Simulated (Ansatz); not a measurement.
CH4ClGeO, SMILES [CH3][Ge]([OH])[Cl]: vertical spin-state energies, run with the Ansatz DFT code, driven from Python.

Input file `ch4clgeo.xyz`:
```text
8

C     0.10240    1.19310   -0.04610
Ge   -0.55910   -0.59000    0.22070
O     0.77400   -1.58290    0.79860
Cl   -1.20930   -1.38420   -1.65440
H     0.43030    1.64620    0.88250
H     0.87090    1.25940   -0.80950
H    -0.76320    1.85920   -0.42150
H     0.44620   -2.45790    0.97390
```

The script, `run_spin.py`:
```python
import ansatz as az


def main() -> None:
    molecule = az.Crystal.molecule_from_extxyz("ch4clgeo.xyz")

    model = molecule.calculation()
    model = model.basis(gaussian="6-31G*")
    model = model.functional("pbe", dispersion="d3bj")
    found = {}
    for unpaired in [1, 3]:
        report = model.spin("collinear", total=unpaired).run(threads=1, backend="cpu").report
        s = unpaired / 2
        found[unpaired] = report["free_energy_ev"]
        print(f"2S+1 = {unpaired + 1}: E = {found[unpaired]:.5f} eV, <S^2> = {abs(report['mean_field']['state']['spin_squared']):.3f} (pure state {s * (s + 1):.2f})")
    lowest = min(found, key=found.get)
    for unpaired, e in found.items():
        print(f"multiplicity {unpaired + 1}: {23.060548 * (e - found[lowest]):.1f} kcal/mol above the lowest")


if __name__ == "__main__":
    main()
```

Which spin state is lowest at this geometry, and how far above lie the others?

In order: multiplicity 2 (+0.00 eV) and multiplicity 4 (+7.05 eV), all at the one geometry.

The output:

Output of `python run_spin.py`:
```text
2S+1 = 2: E = -72165.67798 eV, <S^2> = 0.751 (pure state 0.75)
2S+1 = 4: E = -72158.62376 eV, <S^2> = 3.753 (pure state 3.75)
multiplicity 2: 0.0 kcal/mol above the lowest
multiplicity 4: 162.7 kcal/mol above the lowest
```

What to keep in mind:
- Total energies depend on the basis set; only differences at equal settings carry meaning.
- The geometry is a force-field or estimated start, not a minimum of this method, and the basis set is short of its limit. All parts are taken at fixed geometry, without zero-point energy.
- The species is open-shell (spin multiplicity 2).
- Finished in 34 s on 1 thread of Arm Neoverse V1 (shared host), peak memory 0.27 GiB.
